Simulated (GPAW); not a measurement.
# TaAs (I4_1md) in GPAW: equation of state

Aim: energy against volume of TaAs in PBEsol, for its equilibrium volume and stiffness.

All numbers are computed with GPAW 26.7.0; they aren't measurements. Logs are shortened: lines on timing, memory, paths and dates and some standing lists are left out, and cuts for length are marked. The log counts tension as positive stress, the text compression.

## 1. Starting point

Symmetry: I4_1md, No. 109, tetragonal system. The conventional cell has a = 3.444 Å, b = 3.444 Å, c = 11.736 Å, α = 90.00°, β = 90.00°, γ = 90.00°. Around Ta (site symmetry 2mm) lie 6 As at 2.61 to 2.62 Å. Around As (site symmetry 2mm) lie 6 Ta at 2.61 to 2.62 Å.

The cell is a database's computed one.

## 2. Equation of state, PBEsol

Input file run.py:

```python
from ase import Atoms
from ase.eos import EquationOfState
from ase.io import Trajectory
from ase.units import GPa
from ase.parallel import parprint
from gpaw import GPAW, PW, setup_paths

setup_paths.insert(0, '.')

atoms = Atoms(['Ta', 'Ta', 'As', 'As'],
              cell=[[-1.7218133622, 1.7218133622, 5.8679415361],
                    [1.7218133622, -1.7218133622, 5.8679415361],
                    [1.7218133622, 1.7218133622, -5.8679415361]],
              scaled_positions=[[0.4999673, 0.4999673, 0.0],
                                [0.2499673, 0.7499673, 0.5],
                                [0.08263212, 0.08263212, 0.0],
                                [0.83263212, 0.33263212, 0.5]],
              pbc=True)

traj = Trajectory('eos.traj', 'w')
volumes, energies = [], []
for x in [0.94, 0.96, 0.98, 1.0, 1.02, 1.04, 1.06]:
    a = atoms.copy()
    a.set_cell(atoms.cell * x**(1 / 3), scale_atoms=True)
    calc = GPAW(mode=PW(600),
                xc='PBEsol',
                kpts={'size': (11, 11, 11), 'gamma': True},
                occupations={'name': 'fermi-dirac', 'width': 0.05},
                nbands=34,
                convergence={'density': 1e-05, 'energy': 1e-05},
                maxiter=150,
                txt=f'eos-{x:.2f}.txt')
    a.calc = calc
    energies.append(a.get_potential_energy(force_consistent=True))
    volumes.append(a.get_volume())
    p = -a.get_stress()[:3].mean() / GPa
    calc.write(f'eos-{x:.2f}.gpw')
    traj.write(a)
    parprint(f'{x:.2f} {volumes[-1]:10.4f} A^3 {energies[-1]:14.6f} eV {p:9.3f} GPa', flush=True)

v0, e0, B = EquationOfState(volumes, energies, eos='birchmurnaghan').fit()
parprint(f'V0 = {v0:.4f} A^3, E0 = {e0:.6f} eV, B0 = {B / GPa:.2f} GPa')
```

Potentials or basis: PAW data sets generated in the run's folder for this functional, pw.

The run is started by

```
$ gpaw-setup -f PBEsol As Ta
$ OMP_NUM_THREADS=1 mpirun -n 4 gpaw python run.py
```

Output:

```text
__  _  _
 | _ |_)|_||  |
 |__||  | ||/\| - 26.7.0

Input parameters:
  mode=PW(ecut=600.0),
  convergence={'density': 1e-05, 'energy': 1e-05},
  kpts=MonkhorstPack(size=(11, 11, 11), gamma=True),
  maxiter=150,
  nbands=34,
  occupations=Occupations(name='fermi-dirac', width=0.05),
  xc=XC(name='PBEsol')

Diagonalizing LCAO Hamiltonian
Converting LCAO to pw mode

       Ta

        As

           Ta

       As

Atoms  # Å, Bohr magnetons
|   | symbol |         x |         y |        z |    initial magnetic moments |
|---|--------|-----------|-----------|----------|-----------------------------|
| 0 |     Ta |  0.000000 | -0.000000 | 5.747778 | ( 0.0000,  0.0000,  0.0000) |
| 1 |     Ta |  1.686664 | -0.000000 | 2.873701 | ( 0.0000,  0.0000,  0.0000) |
| 2 |     As |  0.000000 | -0.000000 | 0.949964 | ( 0.0000,  0.0000,  0.0000) |
| 3 |     As | -0.000000 |  1.686664 | 3.824041 | ( 0.0000,  0.0000,  0.0000) |

Unit cell  # Å
| periodic |         x |         y |         z |  lengths |     angles |
|----------|-----------|-----------|-----------|----------|------------|
|      yes | -1.686664 |  1.686664 |  5.748154 | 6.223419 | 148.550184 |
|      yes |  1.686664 | -1.686664 |  5.748154 | 6.223419 | 148.550184 |
|      yes |  1.686664 |  1.686664 | -5.748154 | 6.223419 |  45.073836 |

Number of symmetries: 4
Symmetry operations  # r_c * U_cc + t_c -> r_c
|   | kind |            matrix            |
|---|------|------------------------------|
| 0 |  σ   |  1, 1, 1,  0, 0,-1,  0,-1, 0 |
| 1 |  E   |  1, 0, 0,  0, 1, 0,  0, 0, 1 |
| 2 |  C2  |  0, 1, 0,  1, 0, 0, -1,-1,-1 |
| 3 |  σ   |  0, 0,-1,  1, 1, 1, -1, 0, 0 |

BZ-sampling:
  Number of BZ points: 1331
  Number of IBZ points: 216

  Monkhorst-Pack size: [11, 11, 11]
  Monkhorst-Pack shift: [0, 0, 0]

K-points  # in reciprocal-cell coordinates
|     |                                coordinates |     weight |
|-----|--------------------------------------------|------------|
|   0 | (  0.00000000,   0.00000000,   0.00000000) | 0.00075131 |
|   1 | (  0.09090909,  -0.09090909,  -0.09090909) | 0.00150263 |
|   2 | (  0.09090909,  -0.09090909,   0.00000000) | 0.00300526 |
|   3 | (  0.09090909,  -0.09090909,   0.09090909) | 0.00150263 |
|   4 | (  0.09090909,   0.00000000,  -0.09090909) | 0.00300526 |
|   5 | (  0.09090909,   0.00000000,   0.00000000) | 0.00300526 |
|   6 | (  0.09090909,   0.09090909,  -0.09090909) | 0.00150263 |
|   7 | (  0.18181818,  -0.18181818,  -0.18181818) | 0.00150263 |
|   8 | (  0.18181818,  -0.18181818,  -0.09090909) | 0.00300526 |
|   9 | (  0.18181818,  -0.18181818,   0.00000000) | 0.00300526 |
| ... |                                            |            |
| 215 | (  0.45454545,   0.45454545,   0.45454545) | 0.00601052 |

Plane wave coefficients: 2211
Cutoff: 600.0 eV

Spin-components: 1 (collinear spins)
Bands:           34
Projectors:      22
Spin-degeneracy: 2
Datatype:        complex128

Parallelization:
  kpt:    4
  domain: 1
  band:   1

Density:
  Valence electrons: 36.0
  Components: 1
  Grid points: [36 36 36]
  Charge: 0.0  # |e|

Potential:
  Grid points: [36 36 36]

species:
  Ta:
    name:    Tantalum
    Z:       73.0
    valence: 13
    core:    60
    charge:  0.0  # [|e|]
    compensation charges:
      type: gauss
      rc: 0.42  # [Å]
      lmax: 2
    cutoffs:
      filter: 2.36  # [Å]
      core: 3.45  # [Å]
    projectors
    | kind |    occ | energy [eV] | rcut [Å] |
    |------|--------|-------------|----------|
    |   5s |  2.000 |     -72.818 |    1.365 |
    |   6s |  2.000 |      -5.457 |    1.365 |
    |   5p |  6.000 |     -39.444 |    1.349 |
    |   6p |  0.000 |      -1.369 |    1.349 |
    |   5d |  3.000 |      -3.632 |    1.307 |
    |    d |        |      23.579 |    1.307 |

    Using partial waves for Ta as LCAO basis

  As:
    name:    Arsenic
    Z:       33.0
    valence: 5
    core:    28
    charge:  0.0  # [|e|]
    compensation charges:
      type: gauss
      rc: 0.33  # [Å]
      lmax: 2
    cutoffs:
      filter: 1.87  # [Å]
      core: 2.96  # [Å]
    projectors
    | kind |    occ | energy [eV] | rcut [Å] |
    |------|--------|-------------|----------|
    |   4s |  2.000 |     -14.495 |    1.058 |
    |   4p |  3.000 |      -5.197 |    1.058 |
    |    s |        |      12.716 |    1.058 |
    |    p |        |      22.014 |    1.058 |
    |    d |        |       0.000 |    1.058 |

    Using partial waves for As as LCAO basis

Reference energy: -971011.166776  # eV

eigensolver:
[... 26 lines left out ...]
convergence criteria:
- Maximum integral of absolute [dens]ity change: 1e-05 electrons / valence electron
- Maximum [total energy] change in last 3 cyles: 1e-05 eV / valence electron
- Maximum integral of absolute [eigenst]ate change: 4e-08 eV^2 / valence electron
maximum number of iterations: 150

SCF iterations
|iter     | |      energy | eigst |  dens |
|---------|-|-------------|-------|-------|
|iter:   1| |  -33.987428 | +0.05 |       |
|iter:   2| |  -33.936846 | -2.74 | -1.26 |
|iter:   3| |  -33.741009 | -1.77 | -1.29 |
|iter:   4| |  -33.750668 | -3.70 | -1.90 |
|iter:   5| |  -33.753705 | -3.96 | -2.25 |
|iter:   6| |  -33.753699 | -5.27 | -3.09 |
|iter:   7| |  -33.753700c| -6.94 | -3.82 |
|iter:   8| |  -33.753700c| -8.12c| -4.53 |
|iter:   9| |  -33.753700c| -7.50c| -4.37 |
|iter:  10| |  -33.753700c| -8.35c| -5.10c|

Converged in 10 steps
Energy contributions relative to reference atoms: (reference = -971011.166776)

Energy contributions:
  Kinetic:          62.536809
  Coulomb:         -56.434315
  Zero:             -0.580664
  External:          0.000000
  Xc:              -39.273310
  Entropy:          -0.004441
  Spinorbit:         0.000000
  ----------------------------
  Free energy:     -33.755920
  Extrapolated:    -33.753700

dipole moment: (-11.133019, -12.100554, 19.564940)  # |e|*Ang

Fermi level: 11.904
Eigenvalues  # (at kpt = [0.000, 0.000, 0.000])
| band index |      eig [eV] | occ [0-2] |
|------------|---------------|-----------|
|          0 |       -56.056 |     2.000 |
|        ... |               |           |
|         10 |         4.621 |     2.000 |
|         11 |         8.573 |     2.000 |
|         12 |         9.360 |     2.000 |
|         13 |         9.362 |     2.000 |
|         14 |         9.362 |     2.000 |
|         15 |         9.798 |     2.000 |
[... 8 lines left out ...]
|         24 |        16.316 |     0.000 |
|         25 |        16.316 |     0.000 |
|        ... |               |           |
|         33 |        24.688 |     0.000 |

No gap
No difference between direct/indirect transitions

Stress tensor  # eV/Ang^3
|         x |         y |         z |
|-----------|-----------|-----------|
| -0.064727 |  0.000000 | -0.000000 |
|  0.000000 | -0.064727 | -0.000000 |
| -0.000000 | -0.000000 | -0.048254 |

# Writing to eos-0.94.gpw (mode='')
```

It took 23 min on 4 MPI ranks of Arm Neoverse V1, shared host; peak memory 0.6 GiB.

Results:

- Equilibrium volume: 17.10 Å³/atom
- Bulk modulus at fixed shape and positions: 193 GPa
- Pressure derivative of the bulk modulus: 4.4

Energy against volume, from the lowest point:
```csv
volume (Å³/atom),energy (meV/atom)
16.353,21.19
16.700,5.75
17.048,0.00
17.396,2.92
17.744,13.60
18.092,31.25
18.440,55.11
```

Caveat: the cell was scaled at fixed shape and fractional positions, which overstates the stiffness of a crystal with free parameters, most of all of layers and chains; the program warned that so skewed a cell can give wrong results.
